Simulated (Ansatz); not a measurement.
**The gallium atom (doublet): wave-function methods side by side, aug-cc-pVTZ**

One table from this session's results is given with a row withheld; the runs are named, their logs left out.

Method: aug-cc-pVTZ, core rule «outside noble gas», up to 14 orbitals frozen; program: Ansatz 0.2.0, Gaussian basis.

To be run: UHF; CCSD(T) on ROHF; CCSD(T) on UHF; BCCD(T) on ROHF; CISD; CCSDT on ROHF; CCSDT on UHF; CASSCF and MRCISD+Q, 3 electrons in 4 orbitals; CASSCF and NEVPT4(SD), 3 electrons in 4 orbitals; CASSCF and NEVPT2, 3 electrons in 4 orbitals.

### The atom

A free atom, in its lowest state of this spin that the program finds. No spin-orbit coupling is included. The filled d shell of Ga may be among the frozen orbitals whatever the setting's name suggests; the logs give the count.

1 atom, charge 0, spin multiplicity 2.

Set-up of the first run:

The input, in.yaml:

```yaml
crystal:
  periodic: [false, false, false]
  atoms:
    - {symbol: Ga, position_ang: [0.000000, 0.000000, 0.000000]}
basis:
  gaussian: {orbitals: aug-cc-pVTZ}
magnetization: {spin_polarized: true, initial_magnetization: 1}
hamiltonian: {xc: hf}
output: {orbitals: {seedname: orbitals}}
```

On the command line:

```sh
$ ansatz run in.yaml --threads 1 --pin off --events-out ev --progress --plain --max-ram 2393MiB
```

Steps of the session up to this table: UHF; CCSD(T) on ROHF; CCSD(T) on UHF; BCCD(T) on ROHF; CISD; CCSDT on ROHF; CCSDT on UHF; CASSCF and MRCISD+Q, 3 electrons in 4 orbitals; CASSCF and NEVPT4(SD), 3 electrons in 4 orbitals; CASSCF and NEVPT2, 3 electrons in 4 orbitals.

One table of the session follows, with a row left open; its other results are not shown here.

It belongs to the step «Misses and costs». 

```
            method  from RCCSD(T) (meV)
              ROHF              +1378.4
               UHF              +1292.6
              RMP2               +373.2
              UMP2               +375.8
              CISD                +27.2
             RCCSD                +27.8
             UCCSD                +20.8
          RCCSD(T)                    0
          UCCSD(T)                 -3.8
           BCCD(T)                 +0.1
            RCCSDT                 -9.1
            UCCSDT                -12.8
    CASSCF valence               +756.7
    NEVPT2 valence                    ?
NEVPT4(SD) valence                +11.9
    MRCISD valence                 +1.9
  MRCISD+Q valence                -22.6
```

Estimate the missing values for NEVPT2 valence.

The run gave: from RCCSD(T) (meV): +181.1. In the column «from RCCSD(T) (meV)» it lies between RCCSD (+27.8) and RMP2 (+373.2).

To keep in mind: Restricted and unrestricted rows rest on different reference determinants; where their highest levels disagree by more than a few hundredths of an eV, they describe different states and don't form one ladder.
